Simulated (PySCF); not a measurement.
# Ways to converge the SCF of LaCl2⁺

The same problem is solved with other solver options, one edit a run.

The runs use PySCF 2.14.0; method and basis as typed in the scripts.

## 1. Where the work starts

LaCl2⁺: 3 atoms, charge 1, spin multiplicity 1.

Bond lengths: La1–Cl2 2.496 Å, La1–Cl3 2.496 Å. Angles: Cl2–La1–Cl3 108.2°.

## 2. The base run

The input, input.py:

```python
from pyscf import gto, scf, mp

mol = gto.M(
    atom='La 0 0 -0.4778; Cl 2.0221 0 0.9854; Cl -2.0221 0 0.9854',
    basis='def2-svp',
    ecp={'La': 'def2-svp'},
    charge=1,
    spin=0,
    verbose=4,
)
mf = scf.UHF(mol)
mf = mf.newton()
mf.kernel()
mp.MP2(mf, frozen=10).kernel()
mf.dip_moment()
print('orbital energies (hartree):', [e[max(0, n-3):n+3].round(4) for e, n in zip(mf.mo_energy, mol.nelec)])
```

Started as:

```sh
$ OMP_NUM_THREADS=1 python input.py
```

The log of this run is left out.

Base result: E(SCF) = -949.819415 Eh, 3 macro-iterations, E(MP2) − E(SCF) = -0.40463 Eh.

The dipole of an ion depends on the origin.

## 3. DIIS space off

Variant 1 changes DIIS space: default → off.

The input, input.py:

```python
from pyscf import gto, scf, mp

mol = gto.M(
    atom='La 0 0 -0.4778; Cl 2.0221 0 0.9854; Cl -2.0221 0 0.9854',
    basis='def2-svp',
    ecp={'La': 'def2-svp'},
    charge=1,
    spin=0,
    verbose=4,
)
mf = scf.UHF(mol)
mf.diis = False
mf = mf.newton()
mf.kernel()
mp.MP2(mf, frozen=10).kernel()
mf.dip_moment()
print('orbital energies (hartree):', [e[max(0, n-3):n+3].round(4) for e, n in zip(mf.mo_energy, mol.nelec)])
```

Started as:

```sh
$ OMP_NUM_THREADS=1 python input.py
```

## 4. Second-order solver off

Variant 2 changes second-order solver: on → off.

Edit input.py of step 2 so:

```diff
@@ -11,3 +11,2 @@
 mf = scf.UHF(mol)
-mf = mf.newton()
 mf.kernel()
```

## 5. Convergence threshold 1e-05 hartree

Variant 3 changes convergence threshold: default → 1e-05 hartree.

Edit input.py of step 2 so:

```diff
@@ -11,2 +11,3 @@
 mf = scf.UHF(mol)
+mf.conv_tol = 1e-05
 mf = mf.newton()
```

## 6. Convergence threshold 1e-07 hartree

Variant 4 changes convergence threshold: default → 1e-07 hartree.

Edit input.py of step 2 so:

```diff
@@ -11,2 +11,3 @@
 mf = scf.UHF(mol)
+mf.conv_tol = 1e-07
 mf = mf.newton()
```

**Question.** What will these runs give? Wanted: for each run, E(SCF); from base; gap; after the SCF.

**Answer**, as computed:

```
                                run  E(SCF) (hartree)  from base (eV)   cycles  gap (eV)                            after the SCF
                               base       -949.819415               0  3 macro     11.21  MP2 correlation -11.011 eV, core frozen
                     DIIS space off       -949.819415          0.0000  3 macro     11.21  MP2 correlation -11.011 eV, core frozen
            second-order solver off       -949.819415          0.0000       11     11.21  MP2 correlation -11.011 eV, core frozen
convergence threshold 1e-05 hartree       -949.819414          0.0000  2 macro     11.21  MP2 correlation -11.010 eV, core frozen
convergence threshold 1e-07 hartree       -949.819415          0.0000  3 macro     11.21  MP2 correlation -11.011 eV, core frozen
```

Distance from each run's final energy (log10 hartree) by cycle:

| run | cycle 1 | cycle 2 | cycle 3 | cycle 5 | cycle 8 | cycle 12 |
| --- | --- | --- | --- | --- | --- | --- |
| base | -5.1 | < -11 | < -11 | done | done | done |
| DIIS space off | -5.1 | < -11 | < -11 | done | done | done |
| second-order solver off | -1.3 | -2.1 | -3.3 | -5.0 | -8.0 | done |
| convergence threshold 1e-07 hartree | -5.1 | < -11 | < -11 | done | done | done |

**Reading.** The SCF energy stays the same, to the digits that matter, with DIIS space off or second-order solver off or convergence threshold 1e-05 hartree or convergence threshold 1e-07 hartree. The cycles with DIIS space off repeat those of the base digit for digit, so the setting never acted.
